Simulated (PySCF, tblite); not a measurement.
# C11H14FN: geometry, infrared bands, NMR shifts, spin-spin couplings and electronic excitations

Aim: predict the infrared bands, NMR shifts, spin-spin couplings and electronic excitations of C11H14FN (`N#C[C@@]12CCC[C@@H]1[C@]1(F)CC[C@H]2C1`).

Computed with tblite 0.8.0 and PySCF 2.14.0, with density-fitted response routines of our own, on a single molecule in the gas phase. Atoms count from 0, in the outputs and in this text.

### 1 Starting geometry

27 atoms, charge 0, multiplicity 1; geometry from: force field or distance geometry start.

Bonds of the start (Å): N0–C1 1.12, C1–C2 1.49, C2–C3 1.50, C3–C4 1.55, C4–C5 1.52, C5–C6 1.50, C6–C7 1.50, C7–F8 1.37, C7–C9 1.50, C9–C10 1.52, C10–C11 1.50, C11–C12 1.52, C6–C2 1.51, C12–C7 1.52, C11–C2 1.49, C3–H13 1.09, C3–H14 1.10, C4–H15 1.10, C4–H16 1.11, C5–H17 1.10, C5–H18 1.11, C6–H19 1.09, C9–H20 1.12, C9–H21 1.09, C10–H22 1.10, C10–H23 1.12, C11–H24 1.08, C12–H25 1.10, C12–H26 1.09.

### 2 Relaxing the molecule with GFN2-xTB

The job: settings as JSON, then the geometry in Å.

```
{"job": {"kind": "relax", "xc": "GFN2-xTB", "basis": "xTB"}, "charge": 0, "multiplicity": 1}
N     -2.578100    -0.029200    -2.359500
C     -1.722700     0.139900    -1.655900
C     -0.591200     0.321000    -0.706600
C     -0.771100     1.599900     0.066000
C     -1.813800     1.142400     1.114100
C     -1.100500    -0.101800     1.620600
C     -0.720800    -0.764900     0.329800
C      0.643500    -1.380100     0.314300
F      0.748600    -2.632800     0.855600
C      1.761400    -0.457600     0.689200
C      1.896100     0.520500    -0.469700
C      0.741300     0.136100    -1.352300
C      0.851900    -1.371200    -1.194800
H     -1.160400     2.399300    -0.571600
H      0.100000     1.923300     0.654500
H     -1.975000     1.898400     1.892100
H     -2.738200     0.854500     0.563100
H     -0.267300     0.272300     2.225900
H     -1.775500    -0.698300     2.272400
H     -1.523000    -1.440800     0.042000
H      2.695300    -1.081900     0.690100
H      1.678000     0.016600     1.665400
H      1.945800     1.577200    -0.153300
H      2.875300     0.303800    -0.958600
H      0.828100     0.479200    -2.377600
H      1.878100    -1.686500    -1.442700
H      0.074200    -1.912600    -1.740300
```

Launch:

```console
> OMP_NUM_THREADS=2 python probes_run.py task.json out
```

This one command runs all jobs of the session in turn.

**Question.** This job is followed by: GFN2-xTB harmonic vibrations, gas phase; PBE0-D3(BJ)/def2-SVP geometry optimisation, gas phase; GIAO PBE0/pcSseg-1 NMR shielding, non-relativistic, gas phase; B3LYP/pcJ-1 indirect spin-spin coupling, non-relativistic, gas phase; TDDFT CAM-B3LYP/def2-SVPD, vertical, gas phase, core orbitals frozen in the response; GIAO wB97X-D/pcSseg-1 NMR shielding, non-relativistic, gas phase. Predict these results of the whole session: strongest single infrared mode (GFN2-xTB); zero-point energy (GFN2-xTB); point group; rotational constants (main isotopes); ¹³C shifts against TMS (PBE0/pcSseg-1); ¹H shifts against TMS (PBE0/pcSseg-1); ¹⁵N shifts against NH3 (PBE0/pcSseg-1); ¹⁹F shifts against CFCl3 (PBE0/pcSseg-1); surface potential, 1st and 99th percentile; largest coupling of the table (B3LYP/pcJ-1); lowest singlet (CAM-B3LYP/def2-SVPD); brightest single state of those computed; lowest triplet; range of the shift of F8.

The runs gave:

```
                                   quantity                                                                                   value
  strongest single infrared mode (GFN2-xTB)                                                                   2402 cm⁻¹, 207 km/mol
               zero-point energy (GFN2-xTB)                                                                          143.4 kcal/mol
                                point group                                                                                      C1
       rotational constants (main isotopes)                                                                    1.15, 0.80, 0.71 GHz
     ¹³C shifts against TMS (PBE0/pcSseg-1)                  132.3, 101.7, 57.3, 49.0, 48.5, 42.2, 35.0, 32.8, 26.5, 25.8, 24.5 ppm
      ¹H shifts against TMS (PBE0/pcSseg-1)  2.69, 2.41, 2.05, 1.85, 1.84, 1.83, 1.77, 1.71, 1.67, 1.66, 1.57, 1.52, 1.49, 1.40 ppm
     ¹⁵N shifts against NH3 (PBE0/pcSseg-1)                                                                               299.0 ppm
   ¹⁹F shifts against CFCl3 (PBE0/pcSseg-1)                                                                              -200.0 ppm
      surface potential, 1st and 99th percentile                                                                      -1.83 V and 1.11 V
largest coupling of the table (B3LYP/pcJ-1)                                                                ¹J(C,F) C7–F8, -266.8 Hz
       lowest singlet (CAM-B3LYP/def2-SVPD)                                                             7.56 eV (164 nm), f = 0.000
   brightest single state of those computed                                                             state 4, 8.49 eV, f = 0.013
                             lowest triplet                                                                                 6.29 eV
                   range of the shift of F8                                                                    -200.0 to -194.4 ppm
```

**Reading.** Relaxing lowered the energy by 0.816 eV in 90 steps; the close pair that moved most is C2–C11, from 1.492 to 1.550 Å (GFN2-xTB). No mode is imaginary among the 75: a minimum at this level. The strongest single mode, at 2402 cm⁻¹, moves mainly C1 and N0. Unscaled tight-binding wavenumbers are off by several per cent, some by more. Its intensities can rank the bands wrongly. The optimisation took 8 steps and gained 0.297 eV; among the close pairs (by a distance rule), C3–H14 changed most, from 1.053 to 1.100 Å (PBE0/def2-SVP). No frequency check was run at this level, so the end point may be a saddle. At PBE0/pcSseg-1: The largest span, 478 ppm, is at N0, where the paramagnetic term is -375 ppm. Of the pairs tabulated at B3LYP/pcJ-1, C7–F8 couples most strongly (-266.8 Hz; Fermi contact -302.1 Hz). Couplings across rotatable bonds belong to this one conformer; where others are populated, the observed values are averages. The lowest singlet, at 7.56 eV, is HOMO→LUMO+4 0.23, HOMO−3→LUMO+4 0.10 and is dark; of the 10 states computed, the strongest absorption comes from states 9 to 10 together at 9.01 eV (the last computed, so partners may be missing). The lowest triplet lies 1.27 eV below the lowest singlet (triplets in Tamm-Dancoff, singlets in full TDDFT). In ppm, F8 moves most: its shift spreads over 5.6 ppm, from -200.0 (PBE0/pcSseg-1) to -194.4 (wB97X-D/pcSseg-1).
